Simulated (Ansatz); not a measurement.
# Be3Ir: the cost of one run

Computed with Ansatz 0.2.0 through its Python package. Level of theory: DFT PBEsol, plane waves, PAW.

## 1. The system

The structure is tetragonal, space group I4/mmm (No. 139). The conventional cell has a = 3.263 Å, b = 3.263 Å, c = 7.251 Å, α = 90.00°, β = 90.00°, γ = 90.00°. Around Be (site symmetry -4m2) lie 8 Be at 2.31 to 2.44 Å and 4 Ir at 2.44 Å. Be (site symmetry 4/mmm) has 4 Ir at 2.31 Å and 8 Be at 2.44 Å as nearest neighbours. Around Ir (site symmetry 4/mmm) lie 12 Be at 2.31 to 2.44 Å.

POSCAR_be3ir, read by the script:

```text
Be3Ir
1.0
  -1.63160805    1.63160805    3.62557229
   1.63160805   -1.63160805    3.62557229
   1.63160805    1.63160805   -3.62557229
Be Ir
3 1
Direct
   0.75000000    0.25000000    0.50000000
   0.25000000    0.75000000    0.50000000
   0.50000000    0.50000000    0.00000000
   0.00000000    0.00000000    0.00000000
```

## 2. The script

Contents of ecut_be3ir.py:

```python
"""Convergence of Be3Ir with the plane-wave cutoff."""

import logging
import sys
import warnings

import ansatz
from ase.io import read
from tabulate import tabulate

logging.basicConfig(stream=sys.stdout, format="%(name)s: %(message)s")
logger = logging.getLogger("be3ir")
logger.setLevel(logging.INFO)

KMESH = (8, 8, 8)
SCF_TOL = 1e-06
MAX_ITERATIONS = 100
FUNCTIONAL = "pbesol"
SMEARING = "Fermi-Dirac"
SIGMA = 0.01

warnings.simplefilter("ignore", ansatz.DeckWarning)

atoms = read("POSCAR_be3ir", format="vasp")
crystal = ansatz.Crystal.from_ase(atoms)

setup = (
    crystal.calculation()
    .mixing("msr1", preconditioner="kerker")
    .kpoints(mesh=KMESH)
    .scf(tolerance=SCF_TOL, max_iterations=MAX_ITERATIONS)
    .functional(FUNCTIONAL)
    .occupations(SMEARING, width=SIGMA)
)

rows = []
for value in [250, 350, 450, 550, 650]:
    data = setup.basis(value).run(threads=1).report
    rows.append((value, data["free_energy_ev"] / len(data["lattice"]["sites"]), data["n_iterations"], data["n_pw"]))

print(tabulate(rows, headers=["cutoff (eV)", "F/atom (eV)", "iterations", "plane waves"], floatfmt=".4f", tablefmt="plain"))

# the last row is the reference
for row in rows[:-1]:
    shift = 1000 * (row[1] - rows[-1][1])
    logger.info(f"{row[0]}: {shift:+.2f} meV/atom" + ("  (within 1 meV)" if abs(shift) < 1 else ""))
```

## 3. The calls as engine input

The engine receives this input (first run):

```yaml
crystal:
  lattice:
    - [-1.63160805, 1.63160805, 3.62557229]
    - [1.63160805, -1.63160805, 3.62557229]
    - [1.63160805, 1.63160805, -3.62557229]
  atoms:
    - { symbol: Be, position: [0.75, 0.25000000000000006, 0.5] }
    - { symbol: Be, position: [0.25, 0.75, 0.5] }
    - { symbol: Be, position: [0.5, 0.5, 0.0] }
    - { symbol: Ir, position: [0.0, 0.0, 0.0] }
basis:
  ecutwfc: 250.0
kpoints:
  mp_grid:
    grid: [8, 8, 8]
hamiltonian:
  xc: pbesol
scf:
  max_iter: 100
  convergence:
    dr2_threshold: 1.0e-06
  mixing:
    algorithm: msr1
    preconditioner: kerker
  occupations:
    method: fermi_dirac
    width: 0.01
```

## 4. Launch

On the command line:

```sh
$ python ecut_be3ir.py
```

**Question.** How long does this script take on 1 thread of Arm Neoverse V1, shared host, and how much memory does it need?

About 12 s, with a peak of 0.47 GiB.
